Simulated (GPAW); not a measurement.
# Mn2AlCu3 (R-3m) in GPAW: settings compared

Aim: see how the results for Mn2AlCu3 move with the level of theory and the settings. Levels: PBEsol, LDA. Tasks: band structure.

All numbers are computed with GPAW 26.7.0; they aren't measurements. Logs are shortened: lines on timing, memory, paths and dates and some standing lists are left out, and cuts for length are marked. The log counts tension as positive stress, the text compression.

### 1 The structure

Symmetry: R-3m, No. 166, trigonal system. Conventional cell: a = 4.834 Å, b = 4.834 Å, c = 11.901 Å, α = 90.00°, β = 90.00°, γ = 120.00°. Cu (site symmetry 2/m) has 4 Cu at 2.42 Å and 2 Al at 2.43 Å as nearest neighbours. Mn (site symmetry 3m) is surrounded by 3 Al at 2.83 Å and 9 Cu at 2.83 to 2.84 Å and 4 Mn at 2.95 to 3.00 Å. Al (site symmetry -3m) is surrounded by 6 Cu at 2.43 Å.

The cell comes from a database or a generator and needn't be the stable form of this composition.

### 2 Band structure, PBEsol, collinear spin, ferromagnetic start

The input, run.py:

```python
from ase import Atoms
from ase.dft.bandgap import bandgap
from ase.io import write
from ase.units import GPa
from gpaw import GPAW, PW, setup_paths

setup_paths.insert(0, '.')

atoms = Atoms(['Cu', 'Cu', 'Cu', 'Mn', 'Mn', 'Al'],
              cell=[[2.4171901868, 1.395565405, 3.9671282347],
                    [-2.4171901868, 1.395565405, 3.9671282347],
                    [0.0, -2.79113081, 3.9671282347]],
              scaled_positions=[[0.0, 0.5, 0.5],
                                [0.5, 0.5, 0.0],
                                [0.5, 0.0, 0.5],
                                [0.126022, 0.126022, 0.126022],
                                [0.873978, 0.873978, 0.873978],
                                [0.5, 0.5, 0.5]],
              pbc=True)
atoms.set_initial_magnetic_moments([0.6, 0.6, 0.6, 4.0, 4.0, 0.0])

calc = GPAW(mode=PW(600),
            xc='PBEsol',
            kpts={'size': (5, 5, 5), 'gamma': True},
            occupations={'name': 'fermi-dirac', 'width': 0.05},
            nbands=59,
            convergence={'density': 1e-05, 'energy': 1e-05},
            maxiter=150,
            txt='gpaw.txt')
atoms.calc = calc
energy = atoms.get_potential_energy()
forces = atoms.get_forces()
stress = atoms.get_stress()
calc.write('gs.gpw')
write('result.traj', atoms)
print(f'Energy: {energy:.6f} eV')
print('Forces (eV/A):')
print(forces.round(4))
print('Stress (GPa):', (stress / GPa).round(3))
print('Moments:', calc.get_magnetic_moments().round(3))
print('Fermi level:', round(calc.get_fermi_level(), 4), 'eV')
print(f'Gap: {bandgap(calc)[0]:.4f} eV, direct: {bandgap(calc, direct=True)[0]:.4f} eV')

path = atoms.cell.bandpath('GLB1,BZGX,QFP1Z,LP', npoints=80, eps=1e-4)
bs_calc = calc.fixed_density(kpts=path, symmetry='off', nbands=82,
                             convergence={'bands': 'CBM+6.0', 'eigenstates': 1e-6}, txt='bands.txt')
bs = bs_calc.band_structure()
bs.write('bs.json')
print(f'Gap on the path: {bandgap(bs_calc)[0]:.4f} eV')
```

Potentials or basis: PAW data sets generated in the run's folder for this functional, pw.

On the command line:

```console
$ gpaw-setup -f PBEsol Al Cu Mn
$ OMP_NUM_THREADS=1 python run.py
```

gpaw.txt:

```text
__  _  _
 | _ |_)|_||  |
 |__||  | ||/\| - 26.7.0

Input parameters:
  mode=PW(ecut=600.0),
  convergence={'density': 1e-05, 'energy': 1e-05},
  kpts=MonkhorstPack(size=(5, 5, 5), gamma=True),
  maxiter=150,
  nbands=59,
  occupations=Occupations(name='fermi-dirac', width=0.05),
  xc=XC(name='PBEsol')

Diagonalizing LCAO Hamiltonian
Converting LCAO to pw mode

           Mn

           Al

            Cu
       Cu    Cu

           Mn

Atoms  # Å, Bohr magnetons
|   | symbol |         x |         y |         z |    initial magnetic moments |
|---|--------|-----------|-----------|-----------|-----------------------------|
| 0 |     Cu | -1.208595 | -0.697783 |  3.967128 | ( 0.0000,  0.0000,  0.6000) |
| 1 |     Cu |  0.000000 |  1.395565 |  3.967128 | ( 0.0000,  0.0000,  0.6000) |
| 2 |     Cu |  1.208595 | -0.697783 |  3.967128 | ( 0.0000,  0.0000,  0.6000) |
| 3 |     Mn | -0.000000 |  0.000000 |  1.499836 | ( 0.0000,  0.0000,  4.0000) |
| 4 |     Mn |  0.000000 | -0.000000 | 10.401548 | ( 0.0000,  0.0000,  4.0000) |
| 5 |     Al |  0.000000 |  0.000000 |  5.950692 | ( 0.0000,  0.0000,  0.0000) |

Unit cell  # Å
| periodic |         x |         y |        z |  lengths |    angles |
|----------|-----------|-----------|----------|----------|-----------|
|      yes |  2.417190 |  1.395565 | 3.967128 | 4.850620 | 59.778620 |
|      yes | -2.417190 |  1.395565 | 3.967128 | 4.850620 | 59.778620 |
|      yes |  0.000000 | -2.791131 | 3.967128 | 4.850620 | 59.778620 |

Number of symmetries: 12
Symmetry operations  # r_c * U_cc + t_c -> r_c
|    | kind |            matrix            |
|----|------|------------------------------|
|  0 |  E   |  1, 0, 0,  0, 1, 0,  0, 0, 1 |
|  1 |  σ   |  1, 0, 0,  0, 0, 1,  0, 1, 0 |
|  2 |  σ   |  0, 1, 0,  1, 0, 0,  0, 0, 1 |
|  3 |  C3  |  0, 1, 0,  0, 0, 1,  1, 0, 0 |
|  4 |  C3  |  0, 0, 1,  1, 0, 0,  0, 1, 0 |
|  5 |  σ   |  0, 0, 1,  0, 1, 0,  1, 0, 0 |
|  6 |  C2  |  0, 0,-1,  0,-1, 0, -1, 0, 0 |
|  7 |  S6  |  0, 0,-1, -1, 0, 0,  0,-1, 0 |
|  8 |  S6  |  0,-1, 0,  0, 0,-1, -1, 0, 0 |
|  9 |  C2  |  0,-1, 0, -1, 0, 0,  0, 0,-1 |
| 10 |  C2  | -1, 0, 0,  0, 0,-1,  0,-1, 0 |
| 11 |  i   | -1, 0, 0,  0,-1, 0,  0, 0,-1 |

BZ-sampling:
  Number of BZ points: 125
  Number of IBZ points: 19

  Monkhorst-Pack size: [5, 5, 5]
  Monkhorst-Pack shift: [0, 0, 0]

K-points  # in reciprocal-cell coordinates
|     |                                coordinates |     weight |
|-----|--------------------------------------------|------------|
|   0 | (  0.00000000,   0.00000000,   0.00000000) | 0.00800000 |
|   1 | (  0.20000000,   0.00000000,  -0.20000000) | 0.04800000 |
|   2 | (  0.20000000,   0.00000000,   0.00000000) | 0.04800000 |
|   3 | (  0.20000000,   0.20000000,  -0.20000000) | 0.04800000 |
|   4 | (  0.20000000,   0.20000000,   0.00000000) | 0.04800000 |
|   5 | (  0.20000000,   0.20000000,   0.20000000) | 0.01600000 |
|   6 | (  0.40000000,  -0.20000000,  -0.20000000) | 0.04800000 |
|   7 | (  0.40000000,   0.00000000,  -0.40000000) | 0.04800000 |
|   8 | (  0.40000000,   0.00000000,  -0.20000000) | 0.09600000 |
|   9 | (  0.40000000,   0.00000000,   0.00000000) | 0.04800000 |
| ... |                                            |            |
|  18 | (  0.40000000,   0.40000000,   0.40000000) | 0.01600000 |

Plane wave coefficients: 2715
Cutoff: 600.0 eV

Spin-components: 2 (collinear spins)
Bands:           59
Projectors:      35
Spin-degeneracy: 1
Datatype:        complex128

Parallelization:
  kpt:    1
  domain: 1
  band:   1

Density:
  Valence electrons: 66.0
  Components: 2
  Grid points: [28 28 28]
  Charge: 0.0  # |e|

Potential:
  Grid points: [28 28 28]

species:
  Cu:
    name:    Copper
    Z:       29.0
    valence: 11
    core:    18
    charge:  0.0  # [|e|]
    compensation charges:
      type: gauss
      rc: 0.33  # [Å]
      lmax: 2
    cutoffs:
      filter: 2.06  # [Å]
      core: 2.43  # [Å]
    projectors
    | kind |    occ | energy [eV] | rcut [Å] |
    |------|--------|-------------|----------|
    |   4s |  1.000 |      -4.607 |    1.164 |
    |   4p |  0.000 |      -0.637 |    1.164 |
    |   3d | 10.000 |      -5.060 |    1.058 |
    |    s |        |      22.604 |    1.164 |
    |    p |        |      26.574 |    1.164 |
    |    d |        |      22.151 |    1.058 |

    Using partial waves for Cu as LCAO basis

  Mn:
    name:    Manganese
    Z:       25.0
    valence: 15
    core:    10
    charge:  0.0  # [|e|]
    compensation charges:
      type: gauss
      rc: 0.38  # [Å]
      lmax: 2
    cutoffs:
      filter: 2.14  # [Å]
      core: 0.86  # [Å]
    projectors
    | kind |    occ | energy [eV] | rcut [Å] |
    |------|--------|-------------|----------|
    |   3s |  2.000 |     -85.624 |    1.275 |
    |   4s |  2.000 |      -5.124 |    1.275 |
    |   3p |  6.000 |     -54.486 |    1.281 |
    |   4p |  0.000 |      -1.348 |    1.281 |
    |   3d |  5.000 |      -6.794 |    1.138 |
    |    d |        |      20.417 |    1.138 |

    Using partial waves for Mn as LCAO basis

  Al:
    name:    Aluminium
    Z:       13.0
    valence: 3
    core:    10
    charge:  0.0  # [|e|]
    compensation charges:
      type: gauss
      rc: 0.34  # [Å]
      lmax: 2
    cutoffs:
      filter: 1.91  # [Å]
      core: 2.36  # [Å]
    projectors
    | kind |    occ | energy [eV] | rcut [Å] |
    |------|--------|-------------|----------|
    |   3s |  2.000 |      -7.715 |    1.085 |
    |   3p |  1.000 |      -2.689 |    1.085 |
    |    s |        |      19.497 |    1.085 |
    |    p |        |      24.522 |    1.085 |
    |    d |        |       0.000 |    1.085 |

    Using partial waves for Al as LCAO basis

Reference energy: -204510.194555  # eV

eigensolver:
  PPCG
  Converge bands: occupied
  niter=2

density mixing:
  MSR1-Mixer
  Pratt-step length: 0.05
  Maximum mixing coefficient: 0.75
  Old densities: 10
  SVD Regularization: 0.005
  Good broyden scale: 1.0
  Trust region scale: 1.0
  Backstep threshold: 4.0
  History deletion threshold: 6.0
  Fourier metric: weight=20.0, sigma=0.015

occupation numbers:
  Fermi-Dirac:
    width: 0.0500  # eV

poisson solver:
  ecut: 4800.0  # eV

xc functional:
  name: PBEsol with 2 nearest neighbor stencil

convergence criteria:
- Maximum integral of absolute [dens]ity change: 1e-05 electrons / valence electron
- Maximum [total energy] change in last 3 cyles: 1e-05 eV / valence electron
- Maximum integral of absolute [eigenst]ate change: 4e-08 eV^2 / valence electron
maximum number of iterations: 150

SCF iterations
|iter     | |      energy | eigst |  dens |  magmom |
|---------|-|-------------|-------|-------|---------|
|iter:   1| |  -47.110311 | +0.51 |       |  +9.8028|
|iter:   2| |  -37.927037 | -1.07 | -0.57 |  +9.6078|
|iter:   3| |  -37.192610 | -2.38 | -1.00 |  +9.4975|
|iter:   4| |  -36.650597 | -1.95 | -1.11 |  +9.1226|
|iter:   5| |  -36.680369 | -3.49 | -1.38 |  +8.8963|
|iter:   6| |  -36.751407 | -2.91 | -1.44 |  +8.2661|
|iter:   7| |  -36.796110 | -3.09 | -1.67 |  +7.7403|
|iter:   8| |  -36.810505 | -3.55 | -1.98 |  +7.3727|
|iter:   9| |  -36.812930 | -4.42 | -2.48 |  +7.2344|
|iter:  10| |  -36.813268 | -5.25 | -2.93 |  +7.1829|
|iter:  11| |  -36.813190c| -6.41 | -3.35 |  +7.1929|
|iter:  12| |  -36.813163c| -7.15 | -3.88 |  +7.1979|
|iter:  13| |  -36.813165c| -7.62c| -4.56 |  +7.1975|
|iter:  14| |  -36.813163c| -7.69c| -4.90 |  +7.1976|
|iter:  15| |  -36.813164c| -8.14c| -5.23c|  +7.1974|

Converged in 15 steps
Energy contributions relative to reference atoms: (reference = -204510.194555)

Energy contributions:
  Kinetic:         -35.107121
  Coulomb:          30.226565
  Zero:              0.518743
  External:          0.000000
  Xc:              -32.431292
  Entropy:          -0.040117
  Spinorbit:         0.000000
  ----------------------------
  Free energy:     -36.833223
  Extrapolated:    -36.813164

dipole moment: (10.659020, 6.153988, -8.746880)  # |e|*Ang

Total magnetic moment: (0.000000, 0.000000, 7.197365)

Local magnetic moments
|        x |        y |         z |
|----------|----------|-----------|
| 0.000000 | 0.000000 |  0.035222 |  # Cu   0
| 0.000000 | 0.000000 |  0.035222 |  # Cu   1
| 0.000000 | 0.000000 |  0.035222 |  # Cu   2
| 0.000000 | 0.000000 |  3.447256 |  # Mn   3
| 0.000000 | 0.000000 |  3.447256 |  # Mn   4
| 0.000000 | 0.000000 | -0.056582 |  # Al   5

Fermi level: 7.693
Eigenvalues  # (at kpt = [0.000, 0.000, 0.000])
| band index |      eig [eV] | occ [0-1] |      eig [eV] | occ [0-1] |
|------------|---------------|-----------|---------------|-----------|
|          0 |       -72.983 |     1.000 |       -69.174 |     1.000 |
|        ... |               |           |               |           |
|         25 |         5.060 |     1.000 |         6.002 |     1.000 |
|         26 |         5.104 |     1.000 |         6.083 |     1.000 |
|         27 |         5.104 |     1.000 |         6.871 |     1.000 |
|         28 |         5.249 |     1.000 |         6.871 |     1.000 |
|         29 |         5.727 |     1.000 |         6.981 |     1.000 |
|         30 |         5.727 |     1.000 |         7.783 |     0.141 |
|         31 |         5.991 |     1.000 |         7.869 |     0.029 |
|         32 |         6.242 |     1.000 |         7.869 |     0.029 |
|         33 |         6.242 |     1.000 |         9.432 |     0.000 |
|         34 |         6.335 |     1.000 |         9.433 |     0.000 |
|         35 |         9.057 |     0.000 |        11.235 |     0.000 |
|         36 |         9.057 |     0.000 |        11.235 |     0.000 |
|         37 |         9.512 |     0.000 |        11.479 |     0.000 |
|         38 |        11.107 |     0.000 |        11.880 |     0.000 |
|         39 |        11.202 |     0.000 |        12.017 |     0.000 |
|        ... |               |           |               |           |
|         58 |        27.032 |     0.000 |        27.515 |     0.000 |

No gap
No difference between direct/indirect transitions

Forces  # eV/Ang
|        x |        y |        z |
|----------|----------|----------|
|  0.00000 |  0.00000 | -0.00000 |  # Cu   0
| -0.00000 |  0.00000 | -0.00000 |  # Cu   1
|  0.00000 |  0.00000 | -0.00000 |  # Cu   2
|  0.00000 | -0.00000 |  0.00621 |  # Mn   3
| -0.00000 |  0.00000 | -0.00621 |  # Mn   4
| -0.00000 |  0.00000 | -0.00000 |  # Al   5

Stress tensor  # eV/Ang^3
|         x |        y |         z |
|-----------|----------|-----------|
|  0.025171 | 0.000000 | -0.000000 |
|  0.000000 | 0.025171 |  0.000000 |
| -0.000000 | 0.000000 |  0.027915 |

# Writing to gs.gpw (mode='')
```

Wall time 19 min (1 thread of Arm Neoverse N1, shared host); peak memory 0.99 GiB.

Results:

```yaml
Free_energy: -36.8332 eV
Pressure: -4.2 GPa
Largest_force: 0.006 eV/Å
Band_gap_along_the_path: none (metal or under the smearing width)
Net_moment: 7.20 μB per cell
Site_moments: Cu +0.04; Mn +3.45; Al -0.06 μB
```

Forces in eV/Å, atoms in the order of the input:
```
Cu   0.000  0.000  0.000
Cu   0.000  0.000  0.000
Cu   0.000  0.000  0.000
Mn   0.000  0.000  0.006
Mn   0.000  0.000 -0.006
Al   0.000  0.000  0.000
```

Levels at the corners of the path, in eV from the Fermi level:
Spin up:
```
point  band 35  band 36  band 37  band 38  band 39  band 40
    Γ    -1.36     1.36     1.36     1.82     3.41     3.51
    L    -1.41    -0.30     0.42     1.15     2.27     2.75
   B1    -1.45    -1.40    -1.39     1.94     2.25     3.99
    B    -1.45    -1.40    -1.39     1.94     2.25     3.99
    Z    -1.35    -1.06     0.22     0.22     2.64     2.64
    Γ    -1.36     1.36     1.36     1.82     3.41     3.51
    X    -1.44    -1.38    -0.84     0.31     2.75     5.13
    Q    -1.44    -1.38    -0.84     0.31     2.75     5.13
    F    -1.49    -1.45    -0.64     0.26     0.40     6.94
   P1    -1.47    -1.36    -0.44     0.20     2.38     5.08
    Z    -1.35    -1.06     0.22     0.22     2.64     2.64
    L    -1.41    -0.30     0.42     1.15     2.27     2.75
    P    -1.47    -1.36    -0.44     0.20     2.38     5.08
```
Spin down:
| point | band 26 | band 27 | band 28 | band 29 | band 30 | band 31 | band 32 | band 33 | band 34 | band 35 |
| --- | --- | --- | --- | --- | --- | --- | --- | --- | --- | --- |
| Γ | -1.69 | -1.61 | -0.82 | -0.82 | -0.71 | 0.09 | 0.18 | 0.18 | 1.74 | 1.74 |
| L | -1.22 | -1.07 | -0.81 | -0.37 | 0.04 | 0.17 | 0.22 | 0.34 | 1.42 | 1.76 |
| B1 | -2.28 | -2.00 | -0.07 | -0.03 | 0.20 | 0.23 | 0.81 | 0.93 | 1.39 | 1.50 |
| B | -2.28 | -2.00 | -0.07 | -0.03 | 0.20 | 0.23 | 0.81 | 0.93 | 1.39 | 1.50 |
| Z | -1.35 | -0.41 | -0.41 | -0.36 | -0.36 | -0.15 | -0.15 | 0.80 | 1.70 | 1.71 |
| Γ | -1.69 | -1.61 | -0.82 | -0.82 | -0.71 | 0.09 | 0.18 | 0.18 | 1.74 | 1.74 |
| X | -2.13 | -1.58 | -1.34 | 0.09 | 0.31 | 0.34 | 0.61 | 1.04 | 1.32 | 1.40 |
| Q | -2.13 | -1.58 | -1.34 | 0.09 | 0.31 | 0.34 | 0.61 | 1.04 | 1.32 | 1.40 |
| F | -1.93 | -1.72 | -1.54 | -0.53 | 0.45 | 0.50 | 0.59 | 0.90 | 1.47 | 1.52 |
| P1 | -2.40 | -1.43 | -0.54 | -0.16 | 0.18 | 0.48 | 0.66 | 1.13 | 1.13 | 1.43 |
| Z | -1.35 | -0.41 | -0.41 | -0.36 | -0.36 | -0.15 | -0.15 | 0.80 | 1.70 | 1.71 |
| L | -1.22 | -1.07 | -0.81 | -0.37 | 0.04 | 0.17 | 0.22 | 0.34 | 1.42 | 1.76 |
| P | -2.40 | -1.43 | -0.54 | -0.16 | 0.18 | 0.48 | 0.66 | 1.13 | 1.13 | 1.43 |

Caveat: with this Cu data set, volumes or pressures lay over 1.5 % or 2 GPa off other programs in two to four cells of ten.

### 3 Band structure, LDA, collinear spin, ferromagnetic start

Changes to run.py since step 2:

```diff
@@ -4,5 +4,3 @@
 from ase.units import GPa
-from gpaw import GPAW, PW, setup_paths
-
-setup_paths.insert(0, '.')
+from gpaw import GPAW, PW
 
@@ -22,3 +20,3 @@
 calc = GPAW(mode=PW(600),
-            xc='PBEsol',
+            xc='LDA',
             kpts={'size': (5, 5, 5), 'gamma': True},
```

Potentials or basis: the program's PAW data sets (release 1.2.1) made for this functional, pw.

On the command line:

```console
$ OMP_NUM_THREADS=1 python run.py
```

It took 20 min on 1 thread of Arm Neoverse N1, shared host; peak memory 0.99 GiB.

Results (log left out):

* Free energy: -38.4580 eV
* Pressure: -10.4 GPa
* Largest force: 0.020 eV/Å
* Band gap along the path: none (metal or under the smearing width)
* Net moment: 7.00 μB per cell
* Site moments: Cu +0.03; Mn +3.32; Al -0.05 μB

Forces on the atoms (eV/Å):
```
Cu   0.000  0.000  0.000
Cu   0.000  0.000  0.000
Cu   0.000  0.000  0.000
Mn   0.000  0.000  0.020
Mn   0.000  0.000 -0.020
Al   0.000  0.000  0.000
```

Stress tensor (GPa, compression positive):
```
-10.46   0.00   0.00
  0.00 -10.46   0.00
  0.00   0.00 -10.18
```

Levels at the corners of the path, in eV from the Fermi level:
Spin up:
```
point  band 33  band 34  band 35  band 36  band 37  band 38  band 39  band 40
    Γ    -1.30    -1.27    -1.27     1.49     1.49     1.93     3.44     3.59
    L    -1.62    -1.35    -1.21    -0.21     0.52     1.25     2.33     2.81
   B1    -1.42    -1.36    -1.30    -1.24    -1.22     2.02     2.33     4.05
    B    -1.42    -1.36    -1.30    -1.24    -1.22     2.02     2.33     4.05
    Z    -1.66    -1.16    -1.16    -0.93     0.34     0.34     2.71     2.71
    Γ    -1.30    -1.27    -1.27     1.49     1.49     1.93     3.44     3.59
    X    -1.44    -1.39    -1.23    -1.21    -0.74     0.42     2.83     5.19
    Q    -1.44    -1.39    -1.23    -1.21    -0.74     0.42     2.83     5.19
    F    -1.35    -1.32    -1.29    -1.25    -0.60     0.39     0.52     6.98
   P1    -1.47    -1.38    -1.29    -1.19    -0.38     0.32     2.45     5.14
    Z    -1.66    -1.16    -1.16    -0.93     0.34     0.34     2.71     2.71
    L    -1.62    -1.35    -1.21    -0.21     0.52     1.25     2.33     2.81
    P    -1.47    -1.38    -1.29    -1.19    -0.38     0.32     2.45     5.14
```
Spin down:
```csv
point,band 26,band 27,band 28,band 29,band 30,band 31,band 32,band 33,band 34,band 35
Γ,-1.63,-1.62,-0.79,-0.79,-0.66,0.01,0.12,0.12,1.67,1.67
L,-1.19,-1.02,-0.73,-0.37,0.06,0.10,0.15,0.27,1.34,1.66
B1,-2.27,-1.99,-0.10,-0.05,0.16,0.19,0.75,0.87,1.33,1.43
B,-2.27,-1.99,-0.10,-0.05,0.16,0.19,0.75,0.87,1.33,1.43
Z,-1.28,-0.41,-0.41,-0.25,-0.25,-0.20,-0.20,0.68,1.63,1.63
Γ,-1.63,-1.62,-0.79,-0.79,-0.66,0.01,0.12,0.12,1.67,1.67
X,-2.12,-1.52,-1.31,0.06,0.21,0.32,0.53,0.97,1.28,1.33
Q,-2.12,-1.52,-1.31,0.06,0.21,0.32,0.53,0.97,1.28,1.33
F,-1.84,-1.70,-1.52,-0.48,0.34,0.42,0.56,0.86,1.41,1.43
P1,-2.40,-1.39,-0.50,-0.17,0.13,0.46,0.56,1.07,1.08,1.35
Z,-1.28,-0.41,-0.41,-0.25,-0.25,-0.20,-0.20,0.68,1.63,1.63
L,-1.19,-1.02,-0.73,-0.37,0.06,0.10,0.15,0.27,1.34,1.66
P,-2.40,-1.39,-0.50,-0.17,0.13,0.46,0.56,1.07,1.08,1.35
```

Caveat: with this Cu data set, volumes or pressures lay over 1.5 % or 2 GPa off other programs in two to four cells of ten.
